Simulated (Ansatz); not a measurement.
# CH₂BrNSi, SMILES N#C[SiH2]Br: a short molecular-dynamics run

With Ansatz 0.2.0, Python API.

Notebook, run cell by cell (the value of a cell's last expression is shown):

**Cell 1**
```python
import ansatz as az
import numpy as np
```

**Cell 2**
```python
BASIS_SET = 'def2-SVP'
FUNCTIONAL = 'pbe'
N_STEPS = 30
TEMPERATURE_K = 200
```

**Cell 3**
```python
geometry = (
    az.Crystal.molecule()
    .atom('N', (0.7197, -2.3249, 0.8863))
    .atom('C', (0.3976, -1.221, 0.4855))
    .atom('Si', (-0.0497, 0.501, -0.1465))
    .atom('Br', (-1.9568, 0.5033, -1.0725))
    .atom('H', (0.9615, 0.9648, -1.1702))
    .atom('H', (-0.0303, 1.5128, 0.9712))
)
```

**Cell 4**
```python
model = (
    geometry.calculation()
    .basis(gaussian=BASIS_SET)
    .functional(FUNCTIONAL)
    .md('nve', timestep=0.25, steps=N_STEPS, temperature=TEMPERATURE_K, initial_velocities='maxwell_boltzmann', seed=97)
)
frames = []
model.session().plan().execute(on_event=lambda e: frames.append(e['data']) if e['event'] == 'md_step' else None)
print('t (fs)   E_pot (eV)      E_kin (eV)   T (K)   d(0-1) (A)')
for f in frames[::2]:
    xyz = np.array(f['positions_ang'])
    print(f'{f["time_fs"]:6.2f} {f["lagrangian_ev"]:14.5f} {f["e_kin_ev"]:10.5f} {f["temperature_k"]:8.1f} {np.linalg.norm(xyz[0] - xyz[1]):9.4f}')
kept = np.array([f['conserved_ev'] for f in frames])
print(f'conserved energy moves by at most {1000 * np.ptp(kept):.3f} meV')
```
Output:
```text
t (fs)   E_pot (eV)      E_kin (eV)   T (K)   d(0-1) (A)
  0.00   -80453.21238    0.10341    200.0    1.2178
  0.50   -80453.20431    0.09534    184.4    1.2185
  1.00   -80453.20211    0.09313    180.1    1.2177
  1.50   -80453.20530    0.09631    186.3    1.2154
  2.00   -80453.21278    0.10376    200.7    1.2116
  2.50   -80453.22290    0.11385    220.2    1.2066
  3.00   -80453.23366    0.12457    240.9    1.2005
  3.50   -80453.24293    0.13382    258.8    1.1934
  4.00   -80453.24875    0.13960    270.0    1.1858
  4.50   -80453.24960    0.14045    271.6    1.1778
  5.00   -80453.24481    0.13566    262.4    1.1698
  5.50   -80453.23472    0.12559    242.9    1.1622
  6.00   -80453.22088    0.11179    216.2    1.1552
  6.50   -80453.20584    0.09680    187.2    1.1494
  7.00   -80453.19277    0.08378    162.0    1.1448
  7.50   -80453.18482    0.07587    146.7    1.1418
conserved energy moves by at most 0.202 meV
```

Total energies depend on the basis set; only differences at equal settings carry meaning. The trajectory is only some femtoseconds long, so its temperature is not equilibrated; where the script doesn't relax first, it starts from a rough generated geometry. The temperature counts the internal degrees of freedom alone. Finished in 63 s on 1 thread of Arm Neoverse V2, with other jobs on the host, peak memory 0.19 GiB.

(Lines on the test bed's own set-up are left out of the output.)
